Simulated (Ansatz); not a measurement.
# W3N4: the cost of one run

Program: Ansatz 0.2.0. Level of theory: DFT LDA+U (U_eff = 4 eV on W d), plane waves, PAW, no spin–orbit coupling unless a run says so. These are calculated values, not measurements.

## Step 1: The structure to begin with

It takes space group Pm-3m (No. 221, cubic). Conventional cell: a = 4.122 Å, b = 4.122 Å, c = 4.122 Å, α = 90.00°, β = 90.00°, γ = 90.00°. W (site symmetry 4/mmm) has 6 N at 2.06 Å as nearest neighbours. Around N (site symmetry m-3m) lie 6 W at 2.06 Å. N (site symmetry 4/mmm) is surrounded by 4 W at 2.06 Å.

Structure file:

```cif
data_structure
_symmetry_space_group_name_H-M 'Pm-3m'
_symmetry_Int_Tables_number 221
_cell_length_a 4.1220
_cell_length_b 4.1220
_cell_length_c 4.1220
_cell_angle_alpha 90.000
_cell_angle_beta 90.000
_cell_angle_gamma 90.000
_cell_volume 70.04
loop_
_atom_site_label
_atom_site_type_symbol
_atom_site_symmetry_multiplicity
_atom_site_Wyckoff_symbol
_atom_site_fract_x
_atom_site_fract_y
_atom_site_fract_z
_atom_site_occupancy
W1 W 3 c 0.50000 0.50000 0.00000 1
N1 N 1 b 0.50000 0.50000 0.50000 1
N2 N 3 d 0.50000 0.00000 0.00000 1
```

Magnetic order typed: ferromagnetic.

An earlier series on this cell reached its lowest free state from «random orbitals: drawn by pairs, first filling», perhaps among other starts.

## Step 2: Random orbitals: single harmonics, second filling

File input.yaml:

```yaml
crystal:
  lattice:
    - [4.12199953, 0.0, 0.0]
    - [0.0, 4.12199953, 0.0]
    - [0.0, 0.0, 4.12199953]
  atoms:
    - { symbol: W, position: [0.5, 0.5, 0.0], spin: 0.3 }
    - { symbol: W, position: [0.0, 0.5, 0.5], spin: 0.3 }
    - { symbol: W, position: [0.5, 0.0, 0.5], spin: 0.3 }
    - { symbol: "N", position: [0.5, 0.5, 0.5] }
    - { symbol: "N", position: [0.5, 0.0, 0.0] }
    - { symbol: "N", position: [0.0, 0.5, 0.0] }
    - { symbol: "N", position: [0.0, 0.0, 0.5] }
basis:
  ecutwfc: 420
  ecutrho_ratio: 4
kpoints:
  mp_grid: { grid: [5, 5, 5] }
hamiltonian:
  xc: lda
  hubbard:
    sites:
      - { site: 0, l: d, u_eff: 4.0, starting_ns: [{ spin: up, occupation_matrix: s0up }, { spin: down, occupation_matrix: s0down }] }
      - { site: 1, l: d, u_eff: 4.0, starting_ns: [{ spin: up, occupation_matrix: s1up }, { spin: down, occupation_matrix: s1down }] }
      - { site: 2, l: d, u_eff: 4.0, starting_ns: [{ spin: up, occupation_matrix: s2up }, { spin: down, occupation_matrix: s2down }] }
    occupation_matrices:
      s0up:
        matrix:
          - [0.02, 0.0, 0.0, 0.0, 0.0]
          - [0.0, 0.02, 0.0, 0.0, 0.0]
          - [0.0, 0.0, 0.97, 0.0, 0.0]
          - [0.0, 0.0, 0.0, 0.02, 0.0]
          - [0.0, 0.0, 0.0, 0.0, 0.02]
      s0down:
        matrix:
          - [0.02, 0.0, 0.0, 0.0, 0.0]
          - [0.0, 0.97, 0.0, 0.0, 0.0]
          - [0.0, 0.0, 0.02, 0.0, 0.0]
          - [0.0, 0.0, 0.0, 0.02, 0.0]
          - [0.0, 0.0, 0.0, 0.0, 0.02]
      s1up:
        matrix:
          - [0.02, 0.0, 0.0, 0.0, 0.0]
          - [0.0, 0.02, 0.0, 0.0, 0.0]
          - [0.0, 0.0, 0.97, 0.0, 0.0]
          - [0.0, 0.0, 0.0, 0.02, 0.0]
          - [0.0, 0.0, 0.0, 0.0, 0.02]
      s1down:
        matrix:
          - [0.02, 0.0, 0.0, 0.0, 0.0]
          - [0.0, 0.02, 0.0, 0.0, 0.0]
          - [0.0, 0.0, 0.02, 0.0, 0.0]
          - [0.0, 0.0, 0.0, 0.97, 0.0]
          - [0.0, 0.0, 0.0, 0.0, 0.02]
      s2up:
        matrix:
          - [0.02, 0.0, 0.0, 0.0, 0.0]
          - [0.0, 0.02, 0.0, 0.0, 0.0]
          - [0.0, 0.0, 0.02, 0.0, 0.0]
          - [0.0, 0.0, 0.0, 0.97, 0.0]
          - [0.0, 0.0, 0.0, 0.0, 0.02]
      s2down:
        matrix:
          - [0.02, 0.0, 0.0, 0.0, 0.0]
          - [0.0, 0.02, 0.0, 0.0, 0.0]
          - [0.0, 0.0, 0.02, 0.0, 0.0]
          - [0.0, 0.0, 0.0, 0.97, 0.0]
          - [0.0, 0.0, 0.0, 0.0, 0.02]
    ns_hold: until_converged
scf:
  occupations: { method: gaussian, width: 0.05 }
  lower_state_search: "off"
  max_iter: 150
output:
  forces: true
  stress: true
  eigenvalues: true
  populations: true
  hubbard: { sites: [{ site: 0, l: d }, { site: 1, l: d }, { site: 2, l: d }] }
magnetization:
  spin_polarized: true
```

The typed matrices put 0.97 on the chosen orbitals and 0.02 on the others, and are held until the SCF converges, then released.

Run with:

```sh
ansatz run input.yaml --threads 4 --pin off --max-ram 6144MiB --backend cpu --events-out ev --progress --plain --runs-dir out
```

What time and memory should one allow on 4 threads of Arm Neoverse V1, shared host?

About 20 s, with a peak of 0.49 GiB.
